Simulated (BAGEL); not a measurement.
# doublet [Ge2H6]+: levels of theory compared

Aim: a comparison of 4 runs (UHF/STO-3G, UHF/3-21G, ROHF/6-31G*, UHF/6-31G*) of doublet [Ge2H6]+. 

Program for the calculation: BAGEL 1.2.2.

1 further run of the same task is left out (set aside as unsound or not needed).

## (1) The molecule

[Ge2H6]+ has 8 atoms, charge +1, and is taken as a doublet. As SMILES of the parent species, `[GeH3][GeH3]`. The coordinates come from a PBE0-D4/def2-TZVP relaxation. That shape belongs to the parent species and isn't relaxed for this state.

Bond lengths: Ge1–Ge2 2.420 Å, Ge1–H3 1.537 Å, Ge1–H4 1.537 Å, Ge1–H5 1.537 Å, Ge2–H6 1.537 Å, Ge2–H7 1.537 Å, Ge2–H8 1.537 Å. Some angles: Ge1–Ge2–H6 110.3°, Ge1–Ge2–H7 110.3°, Ge1–Ge2–H8 110.3°, Ge2–Ge1–H3 110.3°, Ge2–Ge1–H4 110.3°, Ge2–Ge1–H5 110.3°, H6–Ge2–H7 108.6°, H6–Ge2–H8 108.6°, H7–Ge2–H8 108.6°, H3–Ge1–H4 108.6°.

## (2) The energy at UHF/STO-3G (density fitting with cc-pvqz-jkfit) (run 1)

job.json

```json
{ "bagel" : [

{
  "title" : "molecule",
  "basis" : "sto-3g",
  "df_basis" : "cc-pvqz-jkfit",
  "angstrom" : true,
  "geometry" : [
    { "atom" : "Ge", "xyz" : [      -0.569150,       0.281910,      -1.029950 ] },
    { "atom" : "Ge", "xyz" : [       0.569150,      -0.281910,       1.029950 ] },
    { "atom" : "H", "xyz" : [      -0.360530,      -0.825230,      -2.075830 ] },
    { "atom" : "H", "xyz" : [      -2.077470,       0.442320,      -0.780090 ] },
    { "atom" : "H", "xyz" : [      -0.023210,       1.601970,      -1.597890 ] },
    { "atom" : "H", "xyz" : [       0.367430,       0.829100,       2.073090 ] },
    { "atom" : "H", "xyz" : [       2.076310,      -0.450460,       0.778490 ] },
    { "atom" : "H", "xyz" : [       0.017470,      -1.597700,       1.602230 ] }
  ]
},

{ "title" : "uhf", "charge" : 1, "nopen" : 1 },

{ "title" : "print", "file" : "orbitals.molden", "orbitals" : true }

]}
```

On the command line:

```
$ BAGEL_NUM_THREADS=1 BAGEL job.json > job.out
```

Output:

```text
* using 1 threads per process

  ===============================================================
  ===============================================================

  *** Geometry ***

  { "atom" : "Ge", "xyz" : [     -1.075538,      0.532733,     -1.946323 ] },
  { "atom" : "Ge", "xyz" : [      1.075538,     -0.532733,      1.946323 ] },
  { "atom" : "H", "xyz" : [     -0.681303,     -1.559459,     -3.922750 ] },
  { "atom" : "H", "xyz" : [     -3.925849,      0.835864,     -1.474156 ] },
  { "atom" : "H", "xyz" : [     -0.043861,      3.027285,     -3.019574 ] },
  { "atom" : "H", "xyz" : [      0.694342,      1.566772,      3.917572 ] },
  { "atom" : "H", "xyz" : [      3.923657,     -0.851246,      1.471133 ] },
  { "atom" : "H", "xyz" : [      0.033014,     -3.019215,      3.027776 ] },

  Number of auxiliary basis functions:      742

  Since a DF basis is specified, we compute 2- and 3-index integrals:
    o Being stored without compression. Storage requirement is 0.010 GB

  Number of basis functions:       42
  Number of electrons      :       70

    * METHOD: MOLECULE                             0.47

  *** Open-shell HF ***

  === Nuclear Repulsion ===
   323.3739402765

      * DIIS with orbital gradients will be used.

  === UHF iteration (sto-3g) ===
      0      -4106.68029391          0.01229334           0.17
      1      -4106.71565950          0.00240828           0.16
      2      -4106.71727345          0.00083553           0.16
      3      -4106.71749883          0.00016701           0.16
      4      -4106.71750917          0.00005788           0.16
      5      -4106.71751166          0.00001609           0.15
      6      -4106.71751193          0.00000282           0.16
      7      -4106.71751194          0.00000076           0.17
      8      -4106.71751194          0.00000017           0.16
      9      -4106.71751194          0.00000013           0.15
     10      -4106.71751194          0.00000006           0.16
     11      -4106.71751194          0.00000000           0.16
    * SCF iteration converged.

    * S^2 (UHF) is 0.7530

    * Permanent dipole moment:
           (    0.000003,    -0.000005,    -0.000004) a.u.

    * METHOD: UHF                                  2.09

    * METHOD: PRINT                                0.01

  ===============================================================
```

It took 3 s on 1 thread of AMD EPYC 7R43 (Zen 3), shared host; peak memory 0.11 GiB.

## (3) The energy at UHF/3-21G (density fitting with cc-pvqz-jkfit) (run 2)

hf.json

```json
{ "bagel": [

{
  "title": "molecule",
  "basis": "3-21g",
  "df_basis": "cc-pvqz-jkfit",
  "angstrom": "true",
  "geometry": [
    { "atom": "Ge", "xyz": [      -0.569150,       0.281910,      -1.029950 ] },
    { "atom": "Ge", "xyz": [       0.569150,      -0.281910,       1.029950 ] },
    { "atom": "H", "xyz": [      -0.360530,      -0.825230,      -2.075830 ] },
    { "atom": "H", "xyz": [      -2.077470,       0.442320,      -0.780090 ] },
    { "atom": "H", "xyz": [      -0.023210,       1.601970,      -1.597890 ] },
    { "atom": "H", "xyz": [       0.367430,       0.829100,       2.073090 ] },
    { "atom": "H", "xyz": [       2.076310,      -0.450460,       0.778490 ] },
    { "atom": "H", "xyz": [       0.017470,      -1.597700,       1.602230 ] }
  ]
},

{ "title": "uhf", "charge": 1, "nopen": 1 },

{ "title": "print", "file": "orbitals.molden", "orbitals": "true" }

]}
```

On the command line:

```
$ BAGEL_NUM_THREADS=1 BAGEL hf.json > hf.out
```

Output:

```text
* using 1 threads per process

  ===============================================================
  ===============================================================

  *** Geometry ***

  { "atom" : "Ge", "xyz" : [     -1.075538,      0.532733,     -1.946323 ] },
  { "atom" : "Ge", "xyz" : [      1.075538,     -0.532733,      1.946323 ] },
  { "atom" : "H", "xyz" : [     -0.681303,     -1.559459,     -3.922750 ] },
  { "atom" : "H", "xyz" : [     -3.925849,      0.835864,     -1.474156 ] },
  { "atom" : "H", "xyz" : [     -0.043861,      3.027285,     -3.019574 ] },
  { "atom" : "H", "xyz" : [      0.694342,      1.566772,      3.917572 ] },
  { "atom" : "H", "xyz" : [      3.923657,     -0.851246,      1.471133 ] },
  { "atom" : "H", "xyz" : [      0.033014,     -3.019215,      3.027776 ] },

  Number of auxiliary basis functions:      742

  Since a DF basis is specified, we compute 2- and 3-index integrals:
    o Being stored without compression. Storage requirement is 0.019 GB

  Number of basis functions:       56
  Number of electrons      :       70

    * METHOD: MOLECULE                             0.46

  *** Open-shell HF ***

  === Nuclear Repulsion ===
   323.3739402765

      * DIIS with orbital gradients will be used.

  === UHF iteration (3-21g) ===
      0      -4133.68190491          0.01628370           0.22
      1      -4133.74562041          0.00475775           0.21
      2      -4133.74836311          0.00089231           0.20
      3      -4133.74855775          0.00031667           0.21
      4      -4133.74857620          0.00006281           0.21
      5      -4133.74857748          0.00000625           0.23
      6      -4133.74857753          0.00000110           0.21
      7      -4133.74857754          0.00000059           0.20
      8      -4133.74857755          0.00000023           0.20
      9      -4133.74857755          0.00000009           0.21
     10      -4133.74857755          0.00000000           0.20
    * SCF iteration converged.

    * S^2 (UHF) is 0.7537

    * Permanent dipole moment:
           (   -0.000001,    -0.000000,    -0.000000) a.u.

    * METHOD: UHF                                  2.50

    * METHOD: PRINT                                0.01

  ===============================================================
```

Wall time 3.6 s (1 thread of AMD EPYC 7R43 (Zen 3), shared host); peak memory 0.13 GiB.

Run 3 isn't shown in full; the table further down has it.

## (4) A single-point energy at UHF/6-31G(d) (density fitting with cc-pvqz-jkfit, spherical functions) (run 4)

input.json

```json
{ "bagel": [

{
  "title": "molecule",
  "basis": "6-31gs.json",
  "df_basis": "cc-pvqz-jkfit",
  "angstrom": "true",
  "geometry": [
    { "atom": "Ge", "xyz": [      -0.569150,       0.281910,      -1.029950 ] },
    { "atom": "Ge", "xyz": [       0.569150,      -0.281910,       1.029950 ] },
    { "atom": "H", "xyz": [      -0.360530,      -0.825230,      -2.075830 ] },
    { "atom": "H", "xyz": [      -2.077470,       0.442320,      -0.780090 ] },
    { "atom": "H", "xyz": [      -0.023210,       1.601970,      -1.597890 ] },
    { "atom": "H", "xyz": [       0.367430,       0.829100,       2.073090 ] },
    { "atom": "H", "xyz": [       2.076310,      -0.450460,       0.778490 ] },
    { "atom": "H", "xyz": [       0.017470,      -1.597700,       1.602230 ] }
  ]
},

{ "title": "uhf", "charge": 1, "nopen": 1 },

{ "title": "print", "file": "orbitals.molden", "orbitals": "true" }

]}
```

The basis set 6-31G* is read from a file made from the Basis Set Exchange's data (not shown).

On the command line:

```
$ BAGEL_NUM_THREADS=1 BAGEL input.json > input.out
```

Output:

```text
* using 1 threads per process

  ===============================================================
  ===============================================================

  *** Geometry ***

  { "atom" : "Ge", "xyz" : [     -1.075538,      0.532733,     -1.946323 ] },
  { "atom" : "Ge", "xyz" : [      1.075538,     -0.532733,      1.946323 ] },
  { "atom" : "H", "xyz" : [     -0.681303,     -1.559459,     -3.922750 ] },
  { "atom" : "H", "xyz" : [     -3.925849,      0.835864,     -1.474156 ] },
  { "atom" : "H", "xyz" : [     -0.043861,      3.027285,     -3.019574 ] },
  { "atom" : "H", "xyz" : [      0.694342,      1.566772,      3.917572 ] },
  { "atom" : "H", "xyz" : [      3.923657,     -0.851246,      1.471133 ] },
  { "atom" : "H", "xyz" : [      0.033014,     -3.019215,      3.027776 ] },

  Number of auxiliary basis functions:      742

  Since a DF basis is specified, we compute 2- and 3-index integrals:
    o Being stored without compression. Storage requirement is 0.034 GB

  Number of basis functions:       76
  Number of electrons      :       70

    * METHOD: MOLECULE                             0.72

  *** Open-shell HF ***

  === Nuclear Repulsion ===
   323.3739402765

      * DIIS with orbital gradients will be used.

  === UHF iteration (6-31gs.json) ===
      0      -4153.19833285          0.01489442           0.36
      1      -4153.26485850          0.00718095           0.34
      2      -4153.27054022          0.00344326           0.39
      3      -4153.27157477          0.00096665           0.33
      4      -4153.27179045          0.00022071           0.32
      5      -4153.27180882          0.00006417           0.34
      6      -4153.27181157          0.00000946           0.31
      7      -4153.27181173          0.00000320           0.33
      8      -4153.27181177          0.00000075           0.34
      9      -4153.27181178          0.00000032           0.36
     10      -4153.27181178          0.00000016           0.35
     11      -4153.27181178          0.00000006           0.38
     12      -4153.27181178          0.00000002           0.40
     13      -4153.27181178          0.00000000           0.37
    * SCF iteration converged.

    * S^2 (UHF) is 0.7556

    * Permanent dipole moment:
           (   -0.000001,     0.000000,     0.000000) a.u.

    * METHOD: UHF                                  5.30

    * METHOD: PRINT                                0.03

  ===============================================================
```

It took 6.6 s on 1 thread of AMD EPYC 7R43 (Zen 3), shared host; peak memory 0.17 GiB.

## (5) The series

```
run                                                                  level   energy (Eh)   ⟨S²⟩  wall time
  1                        UHF/STO-3G (density fitting with cc-pvqz-jkfit)  -4106.717512  0.753        3 s
  2                         UHF/3-21G (density fitting with cc-pvqz-jkfit)  -4133.748578  0.754      3.6 s
  3  ROHF/6-31G* (density fitting with cc-pvqz-jkfit, spherical functions)  -4153.269882  0.750      5.1 s
  4   UHF/6-31G* (density fitting with cc-pvqz-jkfit, spherical functions)  -4153.271812  0.756      6.6 s
```

## (6) Summary of results

```
           quantity           value
run 4: total energy  -4153.27181 Eh
        run 4: ⟨S²⟩           0.756
```

In words: In run 1 the basis is minimal, so the values are rough. All runs together took 18 s, the longest 6.6 s.
